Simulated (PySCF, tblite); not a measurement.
# C₂H₁₂OS₂Si₃: geometry, infrared bands and NMR shifts

What infrared bands and NMR shifts should C₂H₁₂OS₂Si₃ (`CS[Si@H](O[SiH3])SC[SiH3]`) show?

Computed with tblite 0.8.0 and PySCF 2.14.0, with density-fitted response routines of our own, on a single molecule in the gas phase. Atoms count from 0, in the outputs and in this text.

## Step 1: The starting structure

20 atoms, charge 0, multiplicity 1; geometry from: force field or distance geometry start.

Bonds of the start (Å): C0–S1 1.80, S1–Si2 2.13, Si2–O3 1.71, O3–Si4 1.73, Si2–S5 2.12, S5–C6 1.81, C6–Si7 1.88, C0–H8 1.12, C0–H9 1.10, C0–H10 1.11, Si2–H11 1.47, Si4–H12 1.48, Si4–H13 1.46, Si4–H14 1.47, C6–H15 1.09, C6–H16 1.11, Si7–H17 1.48, Si7–H18 1.48, Si7–H19 1.47.

## Step 2: Optimising the geometry with GFN2-xTB

Job settings and geometry (Å):

```
{"job": {"kind": "relax", "xc": "GFN2-xTB", "basis": "xTB"}, "charge": 0, "multiplicity": 1}
C     -2.474600     1.755100     0.106900
S     -1.017500     0.834100     0.610700
Si    -0.465000    -0.552400    -0.908600
O     -0.909200    -2.135200    -0.437800
Si    -2.488600    -2.172000     0.267000
S      1.590500    -0.519000    -1.412800
C      2.493500     0.842500    -0.640000
Si     3.969600     0.095000     0.251700
H     -3.075200     2.062400     0.999000
H     -2.220800     2.681300    -0.424800
H     -3.075500     1.133900    -0.584900
H     -1.238300    -0.269900    -2.130700
H     -3.431500    -1.731100    -0.778500
H     -2.810700    -3.500900     0.765700
H     -2.539100    -1.149700     1.315600
H      2.823600     1.561000    -1.383600
H      1.890700     1.378400     0.115600
H      3.456300    -0.792400     1.319700
H      4.763100    -0.710300    -0.696100
H      4.753500     1.199800     0.823600
```

Command:

```sh
> OMP_NUM_THREADS=1 python probes_run.py task.json out
```

The driver reads the jobs from task.json and runs them one after another.

**Question.** This job is followed by: GFN2-xTB harmonic vibrations, gas phase; GIAO PBE0/pcSseg-1 NMR shielding, non-relativistic, gas phase. What will the session give for the following? strongest single infrared mode (GFN2-xTB); zero-point energy (GFN2-xTB); 13C shifts against TMS (PBE0/pcSseg-1); 1H shifts against TMS (PBE0/pcSseg-1, means over atoms taken as alike); 33S shifts against CS2 (PBE0/pcSseg-1); 29Si shifts against TMS (PBE0/pcSseg-1); 17O shifts against H2O (PBE0/pcSseg-1).

**Answer**, as computed:

```
                                                              quantity                                   value
                             strongest single infrared mode (GFN2-xTB)                    778 cm⁻¹, 672 km/mol
                                          zero-point energy (GFN2-xTB)                           80.8 kcal/mol
                                13C shifts against TMS (PBE0/pcSseg-1)                           12.0, 5.1 ppm
1H shifts against TMS (PBE0/pcSseg-1, means over atoms taken as alike)  5.99, 5.12, 4.00, 2.21, 1.71, 1.56 ppm
                                33S shifts against CS2 (PBE0/pcSseg-1)                          -145, -149 ppm
                               29Si shifts against TMS (PBE0/pcSseg-1)                   1.3, -41.3, -67.5 ppm
                                17O shifts against H2O (PBE0/pcSseg-1)                                37.7 ppm
```

What this shows: Over 136 steps the energy fell by 1.050 eV; of the close pairs, Si2–O3 changed most, 1.710 to 1.608 Å. No mode is imaginary among the 54: a minimum at this level. Unscaled tight-binding wavenumbers are off by several per cent, some by more. Its intensities can rank the bands wrongly. At PBE0/pcSseg-1: Shielding is most anisotropic at S5 (span 248 ppm, paramagnetic term -414 ppm).
